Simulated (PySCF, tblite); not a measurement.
# C12H8S: changes of charge, part 2 of 2

tblite 0.8.0 and PySCF 2.14.0. Atoms count from 0. Earlier steps stand in the parts before.

### 10 Single point (C12H8S): wB97X-D3(BJ)/ma-def2-SVP

Geometry: PBE0-D3(BJ)/def2-SVP, that of another charge or spin state.

The job: settings as JSON, then the geometry in Å.

```
{"job": {"kind": "sp", "xc": "wB97X", "basis": "ma-def2-SVP", "d3": "d3bj", "grid": 2}, "charge": 0, "multiplicity": 1}
C      3.507100    -0.159401     0.091008
C      2.971583     1.122916    -0.061063
C      1.581277     1.339171    -0.113788
C      0.720794     0.257484    -0.013354
C      1.281275    -1.037241     0.138777
C      2.665783    -1.262952     0.193658
S      0.071276    -2.259186     0.240938
C     -1.215031    -1.122286     0.095350
C     -2.581916    -1.442082     0.103312
C     -3.492661    -0.398096    -0.026705
C     -3.040929     0.918065    -0.160204
C     -1.667576     1.228664    -0.166482
C     -0.739185     0.207798    -0.038010
H      4.588910    -0.297809     0.129558
H      3.644466     1.979361    -0.141662
H      1.194128     2.353000    -0.233846
H      3.069358    -2.270603     0.313106
H     -2.919487    -2.475245     0.208809
H     -4.563205    -0.609908    -0.024494
H     -3.767473     1.727005    -0.262833
H     -1.346758     2.266883    -0.273023
```

What it wrote:

```text
coarse grid: 19616 points
cycle   1  E = -859.9617092398  dE =  3.387e+00  |g| = 3.543e-01  |ddm| = 4.113e+01
cycle   2  E = -859.9968508376  dE = -3.514e-02  |g| = 2.389e-01  |ddm| = 1.359e+01
cycle   3  E = -860.0092871560  dE = -1.244e-02  |g| = 9.260e-02  |ddm| = 5.566e+00
cycle   4  E = -860.0118324977  dE = -2.545e-03  |g| = 1.919e-02  |ddm| = 2.816e+00
cycle   5  E = -860.0119342806  dE = -1.018e-04  |g| = 6.213e-03  |ddm| = 7.122e-01
cycle   6  E = -860.0119462855  dE = -1.200e-05  |g| = 1.833e-03  |ddm| = 3.208e-01
cycle   7  E = -860.0119481559  dE = -1.870e-06  |g| = 8.325e-04  |ddm| = 1.309e-01
final grid: 189224 points
cycle   8  E = -860.1042849096  dE = -2.240e-05  |g| = 2.713e-03  |ddm| = 3.498e-01
cycle   9  E = -860.1042859385  dE = -1.029e-06  |g| = 2.047e-03  |ddm| = 4.635e-02
cycle  10  E = -860.1042870089  dE = -1.070e-06  |g| = 2.002e-04  |ddm| = 1.676e-02
cycle  11  E = -860.1042870196  dE = -1.068e-08  |g| = 1.479e-04  |ddm| = 5.795e-03
cycle  12  E = -860.1042870259  dE = -6.378e-09  |g| = 2.149e-05  |ddm| = 2.275e-03
converged SCF energy = -860.1042870259
```

Run time: 38 s. Hardware: 1 thread of Arm Neoverse V1, shared host; peak memory 1.5 GiB.

### 11 Single point (C₁₂H₈S+ (doublet), [CH]1C=CC2=c3ccccc3=[S+]C2=C1): wB97X-D3(BJ)/ma-def2-SVP

Geometry: PBE0-D3(BJ)/def2-SVP.

The job, as its differences from that of step 10:

```diff
@@ -1,2 +1,2 @@
-{"job": {"kind": "sp", "xc": "wB97X", "basis": "ma-def2-SVP", "d3": "d3bj", "grid": 2}, "charge": 0, "multiplicity": 1}
+{"job": {"kind": "sp", "xc": "wB97X", "basis": "ma-def2-SVP", "d3": "d3bj", "grid": 2}, "charge": 1, "multiplicity": 2}
 C      3.507100    -0.159401     0.091008
```

What it wrote:

```text
final grid: 189224 points
cycle   1  E = -859.8009196227  dE = -1.676e-02  |g| = 1.162e-01  |ddm| = 5.563e+00
cycle   2  E = -859.8029977965  dE = -2.078e-03  |g| = 1.098e-01  |ddm| = 1.721e+00
cycle   3  E = -859.8097485389  dE = -6.751e-03  |g| = 2.045e-02  |ddm| = 8.127e-01
cycle   4  E = -859.8101320819  dE = -3.835e-04  |g| = 8.440e-03  |ddm| = 1.435e-01
cycle   5  E = -859.8104207394  dE = -2.887e-04  |g| = 5.349e-03  |ddm| = 1.351e-01
cycle   6  E = -859.8105073193  dE = -8.658e-05  |g| = 2.605e-03  |ddm| = 8.051e-02
cycle   7  E = -859.8105382683  dE = -3.095e-05  |g| = 1.343e-03  |ddm| = 1.494e-01
cycle   8  E = -859.8105441978  dE = -5.929e-06  |g| = 8.167e-04  |ddm| = 4.643e-02
cycle   9  E = -859.8105466330  dE = -2.435e-06  |g| = 3.393e-04  |ddm| = 1.675e-02
cycle  10  E = -859.8105472550  dE = -6.220e-07  |g| = 1.760e-04  |ddm| = 8.887e-03
cycle  11  E = -859.8105474075  dE = -1.525e-07  |g| = 8.228e-05  |ddm| = 1.058e-02
cycle  12  E = -859.8105474309  dE = -2.336e-08  |g| = 4.584e-05  |ddm| = 2.055e-03
cycle  13  E = -859.8105474398  dE = -8.991e-09  |g| = 1.657e-05  |ddm| = 1.721e-03
converged SCF energy = -859.8105474398
```

Run time: 79 s. Hardware: 1 thread of Arm Neoverse V1, shared host; peak memory 1.7 GiB.

### 12 Single point (C₁₂H₈S): wB97X-D3(BJ)/ma-def2-SVP in N,N-dimethylformamide

Geometry: PBE0-D3(BJ)/def2-SVP.

The job: settings as JSON, then the geometry in Å.

```
{"job": {"kind": "sp", "xc": "wB97X", "basis": "ma-def2-SVP", "d3": "d3bj", "grid": 2, "solvent": "N,N-dimethylformamide"}, "charge": 0, "multiplicity": 1}
C      3.489771    -0.142140     0.097450
C      2.946161     1.139485    -0.071673
C      1.570747     1.320797    -0.125012
C      0.717948     0.214957    -0.009227
C      1.282738    -1.068626     0.159686
C      2.665530    -1.255196     0.214650
S      0.070596    -2.323259     0.281410
C     -1.216158    -1.151041     0.111846
C     -2.584721    -1.428562     0.114681
C     -3.475678    -0.372008    -0.033461
C     -3.011790     0.943010    -0.182434
C     -1.650238     1.214677    -0.184416
C     -0.731250     0.167218    -0.036478
H      4.573886    -0.270080     0.138021
H      3.610932     2.001220    -0.162328
H      1.151740     2.321000    -0.257157
H      3.089663    -2.252705     0.346354
H     -2.946687    -2.452158     0.230883
H     -4.549746    -0.571246    -0.033529
H     -3.728025     1.759297    -0.298290
H     -1.293567     2.240640    -0.301261
```

What it wrote:

```text
final grid: 189224 points
cycle   1  E = -860.1145143316  dE = -8.572e-04  |g| = 1.822e-02  |ddm| = 3.862e+00
cycle   2  E = -860.1146050036  dE = -9.067e-05  |g| = 1.245e-02  |ddm| = 8.280e-01
cycle   3  E = -860.1146483572  dE = -4.335e-05  |g| = 3.334e-03  |ddm| = 1.728e-01
cycle   4  E = -860.1146532269  dE = -4.870e-06  |g| = 1.377e-03  |ddm| = 8.976e-02
cycle   5  E = -860.1146541562  dE = -9.292e-07  |g| = 2.959e-04  |ddm| = 4.557e-02
cycle   6  E = -860.1146541978  dE = -4.166e-08  |g| = 8.943e-05  |ddm| = 9.115e-03
cycle   7  E = -860.1146542082  dE = -1.037e-08  |g| = 3.502e-05  |ddm| = 5.593e-03
cycle   8  E = -860.1146542092  dE = -1.059e-09  |g| = 1.755e-05  |ddm| = 4.561e-04
converged SCF energy = -860.1146542092
```

Run time: 35 s. Hardware: 1 thread of Arm Neoverse V1, shared host; peak memory 1.7 GiB.

### 13 Single point (C₁₂H₈S+ (doublet), [CH]1C=CC2=c3ccccc3=[S+]C2=C1): wB97X-D3(BJ)/ma-def2-SVP in N,N-dimethylformamide

Geometry: PBE0-D3(BJ)/def2-SVP.

The job: settings as JSON, then the geometry in Å.

```
{"job": {"kind": "sp", "xc": "wB97X", "basis": "ma-def2-SVP", "d3": "d3bj", "grid": 2, "solvent": "N,N-dimethylformamide"}, "charge": 1, "multiplicity": 2}
C      3.507100    -0.159401     0.091008
C      2.971583     1.122916    -0.061063
C      1.581277     1.339171    -0.113788
C      0.720794     0.257484    -0.013354
C      1.281275    -1.037241     0.138777
C      2.665783    -1.262952     0.193658
S      0.071276    -2.259186     0.240938
C     -1.215031    -1.122286     0.095350
C     -2.581916    -1.442082     0.103312
C     -3.492661    -0.398096    -0.026705
C     -3.040929     0.918065    -0.160204
C     -1.667576     1.228664    -0.166482
C     -0.739185     0.207798    -0.038010
H      4.588910    -0.297809     0.129558
H      3.644466     1.979361    -0.141662
H      1.194128     2.353000    -0.233846
H      3.069358    -2.270603     0.313106
H     -2.919487    -2.475245     0.208809
H     -4.563205    -0.609908    -0.024494
H     -3.767473     1.727005    -0.262833
H     -1.346758     2.266883    -0.273023
```

What it wrote:

```text
final grid: 189224 points
cycle   1  E = -859.8827833329  dE = -5.614e-04  |g| = 1.294e-02  |ddm| = 4.581e+00
cycle   2  E = -859.8828502014  dE = -6.687e-05  |g| = 9.635e-03  |ddm| = 1.022e+00
cycle   3  E = -859.8829070127  dE = -5.681e-05  |g| = 2.178e-03  |ddm| = 1.633e-01
cycle   4  E = -859.8829135222  dE = -6.509e-06  |g| = 1.221e-03  |ddm| = 1.526e-01
cycle   5  E = -859.8829157409  dE = -2.219e-06  |g| = 4.457e-04  |ddm| = 7.945e-02
cycle   6  E = -859.8829167663  dE = -1.025e-06  |g| = 2.151e-04  |ddm| = 2.223e-02
cycle   7  E = -859.8829170050  dE = -2.387e-07  |g| = 1.152e-04  |ddm| = 1.441e-02
cycle   8  E = -859.8829170418  dE = -3.684e-08  |g| = 2.962e-05  |ddm| = 8.533e-03
cycle   9  E = -859.8829170460  dE = -4.233e-09  |g| = 1.496e-05  |ddm| = 2.733e-03
converged SCF energy = -859.8829170460
```

Run time: 61 s. Hardware: 1 thread of Arm Neoverse V1, shared host; peak memory 1.7 GiB.

### 14 Changes of charge: wB97X-D3(BJ)/ma-def2-SVP

This step combines the energies above: geometries from PBE0-D3(BJ)/def2-SVP, zero-point and thermal terms from GFN2-xTB.

The job: settings as JSON, then the geometry in Å.

```
{"job": {"kind": "rx", "dirs": [1], "geom": {"xc": "PBE0", "basis": "def2-SVP", "d3": "d3bj", "grid": 1}, "level": {"xc": "wB97X", "basis": "ma-def2-SVP", "d3": "d3bj", "solvents": ["N,N-dimethylformamide"]}}, "charge": 0, "multiplicity": 1}
C      3.489771    -0.142140     0.097450
C      2.946161     1.139485    -0.071673
C      1.570747     1.320797    -0.125012
C      0.717948     0.214957    -0.009227
C      1.282738    -1.068626     0.159686
C      2.665530    -1.255196     0.214650
S      0.070596    -2.323259     0.281410
C     -1.216158    -1.151041     0.111846
C     -2.584721    -1.428562     0.114681
C     -3.475678    -0.372008    -0.033461
C     -3.011790     0.943010    -0.182434
C     -1.650238     1.214677    -0.184416
C     -0.731250     0.167218    -0.036478
H      4.573886    -0.270080     0.138021
H      3.610932     2.001220    -0.162328
H      1.151740     2.321000    -0.257157
H      3.089663    -2.252705     0.346354
H     -2.946687    -2.452158     0.230883
H     -4.549746    -0.571246    -0.033529
H     -3.728025     1.759297    -0.298290
H     -1.293567     2.240640    -0.301261
```

Output (the driver's rows laid out field by field):

```text
ionisation and electron attachment, wB97X-D3(BJ)/ma-def2-SVP // PBE0-D3(BJ)/def2-SVP

row 1
  change                  oxidation
  charge                  1
  multiplicity            2
  vertical_ev             8.1388
  vertical_s2             0.786
  formula                 C12H8S
  smiles                  [CH]1C=CC2=c3ccccc3=[S+]C2=C1
  kept                    yes
  pieces                  1
  point_group             C2v
  adiabatic_electronic_ev 8.0606
  adiabatic_ev            8.0095
  free_energy_ev          7.9861
  s2                      0.79
  bonds_moved             4 6 1.749 1.723; 6 7 1.749 1.723; 1 2 1.388 1.408; 10 11 1.388 1.408
  spin_on                 6 S 0.507; 1 C 0.176; 10 C 0.175; 5 C 0.17
  charge_moved            6 S 0.364; 1 C 0.081; 10 C 0.081
  vertical_back_ev        7.9931
  relaxation_parent_ev    0.0675
  relaxation_ion_ev       0.0782
  reorganisation_ev       0.1457
  solution                solvent N,N-dimethylformamide, absolute_potential_v 6.2314, solvation_parent_kj -20.7, solvation_ion_kj -190.01
```

Wall time 13 min (1 thread of Arm Neoverse V1, shared host); peak memory 1.7 GiB.

Energy taken up on oxidation, or given off on reduction (eV; adiabatic with zero-point energy):

```
                    change                        product  vertical  adiabatic  free energy  reorganisation  ⟨S²⟩
oxidation (multiplicity 2)  [CH]1C=CC2=c3ccccc3=[S+]C2=C1      8.14       8.01         7.99            0.15  0.79
```

On oxidation to multiplicity 2 charge changes most on S6 (+0.36 e), C1 (+0.08 e), C10 (+0.08 e); the spin sits on S6 (0.51), C1 (0.18), C10 (0.17); the bond C4–S6 goes from 1.749 to 1.723 Å; the absolute potential is 6.23 V in N,N-dimethylformamide.

### 15 Outcome

The summary covers parts 1 to 2.

```
                                    quantity                                value
   strongest single infrared mode (GFN2-xTB)                3096 cm⁻¹, 113 km/mol
                zero-point energy (GFN2-xTB)                        98.2 kcal/mol
                                 point group                                  C2v
        rotational constants (main isotopes)                 1.61, 0.58, 0.43 GHz
ionisation energy (wB97X-D3(BJ)/ma-def2-SVP)  vertical 8.14 eV, adiabatic 8.01 eV
```

In words: No mode is imaginary among the 57: a minimum at this level. Unscaled tight-binding wavenumbers are off by several per cent, some by more. Its intensities can rank the bands wrongly. Relaxing lowered the energy by 0.056 eV in 2 steps; the close pair that moved most is C11–H20, from 1.079 to 1.092 Å (PBE0/def2-SVP). No frequency check was run at this level, so the end point may be a saddle. At wB97X-D3(BJ)/ma-def2-SVP, relaxation with the zero-point term after oxidation moves the energy taken up from 8.14 eV (vertical) to 8.01 eV (adiabatic, with zero-point energy).
